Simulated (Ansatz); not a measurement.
# C2H10BNSi: the cost of one run

Program: Ansatz 0.2.0. Level of theory: RKS B3LYP-D4/STO-3G. These are calculated values, not measurements.

**1. Starting point**

Bond lengths: B1–C2 1.560 Å, C2–C3 1.502 Å, C2–N4 1.530 Å, N4–Si5 1.839 Å, B1–H6 1.202 Å, B1–H7 1.196 Å, C2–H8 1.090 Å, C3–H9 1.104 Å, C3–H10 1.108 Å, C3–H11 1.147 Å, N4–H12 1.049 Å, Si5–H13 1.460 Å, Si5–H14 1.439 Å, Si5–H15 1.475 Å. Angles (14 of 24 angles, heavy atoms first): B1–C2–C3 107.7°, B1–C2–N4 114.4°, C3–C2–N4 107.7°, C2–N4–Si5 108.3°, B1–C2–H8 111.0°, C3–C2–H8 106.7°, N4–C2–H8 109.0°, C2–B1–H6 123.4°, C2–B1–H7 120.5°, C2–C3–H9 112.0°, C2–C3–H10 113.7°, C2–C3–H11 111.6°, C2–N4–H12 108.0°, Si5–N4–H12 108.7°.

Coordinates:

```xyz
15

B    -1.2315    0.0806    1.0734
C    -0.0753   -0.5373    0.2271
C     0.7318   -1.4216    1.1348
N     0.8759    0.4907   -0.3891
Si    0.0723    1.1943   -1.8857
H    -1.0526    0.8652    1.9659
H    -2.3725   -0.0947    0.7610
H    -0.4684   -1.1764   -0.5632
H     1.5841   -1.8859    0.6086
H     0.1392   -2.2258    1.6147
H     1.2105   -0.8246    1.9886
H     1.0186    1.2601    0.3101
H     0.9625    2.1934   -2.4703
H    -0.2357    0.1524   -2.8298
H    -1.1809    1.8789   -1.5168
```

**2. End point A**

input.yaml

```yaml
crystal:
  periodic: [false, false, false]
  atoms:
    - { symbol: B, position_ang: [-1.2315, 0.0806, 1.0734] }
    - { symbol: C, position_ang: [-0.0753, -0.5373, 0.2271] }
    - { symbol: C, position_ang: [0.7318, -1.4216, 1.1348] }
    - { symbol: "N", position_ang: [0.8759, 0.4907, -0.3891] }
    - { symbol: Si, position_ang: [0.0723, 1.1943, -1.8857] }
    - { symbol: H, position_ang: [-1.0526, 0.8652, 1.9659] }
    - { symbol: H, position_ang: [-2.3725, -0.0947, 0.761] }
    - { symbol: H, position_ang: [-0.4684, -1.1764, -0.5632] }
    - { symbol: H, position_ang: [1.5841, -1.8859, 0.6086] }
    - { symbol: H, position_ang: [0.1392, -2.2258, 1.6147] }
    - { symbol: H, position_ang: [1.2105, -0.8246, 1.9886] }
    - { symbol: H, position_ang: [1.0186, 1.2601, 0.3101] }
    - { symbol: H, position_ang: [0.9625, 2.1934, -2.4703] }
    - { symbol: H, position_ang: [-0.2357, 0.1524, -2.8298] }
    - { symbol: H, position_ang: [-1.1809, 1.8789, -1.5168] }
basis:
  gaussian: { orbitals: STO-3G }
hamiltonian:
  xc: b3lyp
  dispersion: d4
relax:
  f_tol: 0.015
  max_steps: 40
```

Launch:

```bash
$ ansatz run input.yaml --threads 1 --pin off --max-ram 2048MiB --backend cpu --events-out ev --progress --plain --runs-dir out
```

**Question.** How long does this run take on 1 thread of Arm Neoverse V2, shared host, and how much memory does it need?

About 79 s, with a peak of 0.15 GiB.
